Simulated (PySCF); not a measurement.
**[ErF4]−: other functionals and bases at one geometry**

An exercise on one series of results from a longer session: the logs are not shown, and one member is left open.

Program: PySCF 2.14.0. Level of theory: several levels, as the steps say, no spin–orbit coupling. These are calculated values, not measurements.

1 further run of the same task is left out (for a known fault of the program).

### The system as given

5 atoms, charge -1, spin multiplicity 1.

Bond lengths: Er1–F2 2.047 Å, Er1–F3 2.047 Å, Er1–F4 2.047 Å, Er1–F5 2.047 Å. Angles: F2–Er1–F3 109.5°, F2–Er1–F4 109.5°, F2–Er1–F5 109.5°, F3–Er1–F4 109.5°, F3–Er1–F5 109.5°, F4–Er1–F5 109.5°.

Geometry (Å):

| atom | x (Å) | y (Å) | z (Å) |
| --- | --- | --- | --- |
| Er1 | 0.0000 | 0.0000 | 0.0000 |
| F2 | 1.1819 | 1.1819 | 1.1819 |
| F3 | -1.1819 | -1.1819 | 1.1819 |
| F4 | 1.1819 | -1.1819 | -1.1819 |
| F5 | -1.1819 | 1.1819 | -1.1819 |

Formal oxidation states: Er +3. Each metal's 11 4f electrons lie in its core potential, so multiplicities, spins and levels count the valence alone. An earlier session relaxed this geometry at PBE0, Er lcecp-1-SVP with ECP57, F def2-SVP (singlet, point group Td).

At PBE0 on the finer grid: E = -437.335617 Eh, HOMO -5.01 eV, LUMO 3.95 eV, Mulliken charge on Er1 +1.03 e, largest force component 0.002 eV/Å. 

Levels to run: BP86; CAM-B3LYP; PBE0, TZVP. Hardware: 2 threads of Intel Xeon Platinum 8488C (Sapphire Rapids), shared host.

The first run:

File run.py (the lines that set the calculation):

```python
mol = gto.M(atom='''
Er     0.00000     0.00000     0.00000
F      1.18187     1.18187     1.18187
F     -1.18187    -1.18187     1.18187
F      1.18187    -1.18187    -1.18187
F     -1.18187     1.18187    -1.18187''',
    basis={'Er': 'lcecp-1-SVP', 'F': 'def2-SVP'},
    ecp={'Er': 'lcecp-1-SVP'},
    charge=-1, spin=0)
mf = dft.RKS(mol, xc='B88,P86')
mf.grids.atom_grid = (75, 302)  # f atoms: unpruned, at least (60, 302)
mf = mf.density_fit()  # fitting sets: Er AutoAux, F def2-universal-JKFIT
mf.conv_tol = 1e-08; mf.max_cycle = 55
mf.kernel(dm0)  # dm0: the density of the relaxed state
```

Run with:

```sh
$ OMP_NUM_THREADS=2 python run.py
```

Among the steps run: BP86; CAM-B3LYP; PBE0, TZVP.

One table of the session follows, with a row left open; its other results are not shown here.

| level | HOMO (eV) | gap (eV) | charge on Er1 (e) | largest force component (eV/Å) |
| --- | --- | --- | --- | --- |
| PBE0 (relaxed here) | -5.01 | 8.96 | 1.03 | 0.00 |
| BP86 | ? | ? | ? | ? |
| CAM-B3LYP | -6.51 | 10.98 | 0.98 | 0.01 |
| PBE0, TZVP | -5.35 | 9.14 | 1.55 | 0.12 |

**Question.** Estimate the row for BP86.

As computed: HOMO (eV): -3.05; gap (eV): 6.55; charge on Er1 (e): 0.78; largest force component (eV/Å): 0.11. In the column «HOMO (eV)» it is the highest.

In one basis the HOMO–LUMO gap runs from 6.55 eV (BP86) to 10.98 eV (CAM-B3LYP). The largest leftover force, 0.12 eV/Å with PBE0, TZVP, stands at a geometry relaxed at another level. With 4f in the core, its levels are missing from HOMO and gap, and its count is fixed, so no charge can pass from the ligands into it. Total energies of different levels can't be compared.
